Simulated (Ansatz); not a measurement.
Crystal: Mg3Te.

```
Te Mg
1.0
    -2.13936    2.13936    5.28249
     2.13936   -2.13936    5.28249
     2.13936    2.13936   -5.28249
Te Mg
1 3
Direct
  0.00000 0.00000 0.00000
  0.25000 0.75000 0.50000
  0.75000 0.25000 0.50000
  0.50000 0.50000 0.00000
```

The cell comes from a database or a generator and needn't be the stable form of this composition.

```yaml
Program: Ansatz 0.2.0
Task: relaxation of cell and atoms
Functional: PBEsol
Potentials_or_basis: Ansatz PAW
Cutoff: "420 eV (not typed: the program's choice for these potentials)"
k_mesh: 9 × 9 × 9
Occupations: fermi-dirac, width 0.05 eV
Spin: no spin polarisation
```

At the start: volume 24.18 Å³/atom.

How do energy, volume and symmetry change on relaxing?

It ends after 6 steps and the volume is 23.38 Å³/atom (-3.3 %); space group I4/mmm (No. 139, to 0.05 Å).

Step by step:
```csv
step,energy change (eV),largest force (eV/Å),volume (Å³)
1,0.0000,0.0000,96.71
2,-0.0097,0.0000,94.16
3,-0.0110,0.0000,93.75
4,-0.0128,0.0000,93.35
5,-0.0130,0.0000,93.54
6,-0.0128,0.0000,93.54
```

Final structure:
```
CELL_PARAMETERS angstrom
-2.14014 2.14014 5.10549
2.14014 -2.14014 5.10549
2.14014 2.14014 -5.10549
ATOMIC_POSITIONS crystal
Te 0.00000 0.00000 0.00000
Mg 0.25000 0.75000 0.50000
Mg 0.75000 0.25000 0.50000
Mg 0.50000 0.50000 0.00000
```

Caveat: the plane-wave basis is chosen anew once the cell has moved, so the energies of steps on either side of that aren't comparable; the PAW data sets come from PBE, with cores solved anew for the run's functional, which leaves a small shift of forces and pressure.
